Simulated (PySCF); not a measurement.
# C2H6OSSi: the cost of one run

The runs use PySCF 2.14.0, with density-fitted response routines of our own; the level of theory stands in each step. All values are computed, except where a source is named. Atoms are numbered from 0 throughout.

## Step 1: The molecule as given

11 atoms, charge 0, multiplicity 1; geometry from: PBE0-D3(BJ)/def2-SVP.

Bonds of the start (Å): C0–C1 1.34, C1–S2 1.76, S2–Si3 2.16, Si3–O4 1.66, C0–H5 1.09, C0–H6 1.09, C1–H7 1.10, Si3–H8 1.49, Si3–H9 1.49, O4–H10 0.96.

## Step 2: NMR shieldings: HF/pcSseg-2

What the job is given:

```
{"job": {"kind": "nmr", "xc": "HF", "basis": "pcSseg-2", "pop": false}, "charge": 0, "multiplicity": 1}
C     -1.932609    -0.097460     0.326838
C     -1.407682     0.263831    -0.847762
S      0.190376     0.948128    -1.152246
Si     1.351175     0.018052     0.412924
O      2.945272     0.120851    -0.029253
H     -1.408169     0.024345     1.278925
H     -2.936268    -0.528208     0.366632
H     -1.991172     0.155721    -1.768366
H      1.261177     0.729170     1.714683
H      0.842179    -1.379605     0.544334
H      3.184812    -0.276661    -0.871951
```

Level: GIAO HF/pcSseg-2 NMR shielding, non-relativistic, gas phase.

Command:

```bash
> OMP_NUM_THREADS=1 python probes_run.py task.json out
```

This one command runs all jobs of the session in turn.

**Question.** How long does this first job take on 1 thread of Arm Neoverse V1, shared host, and how much memory does it need?

About 19 s, with a peak of 1.1 GiB.
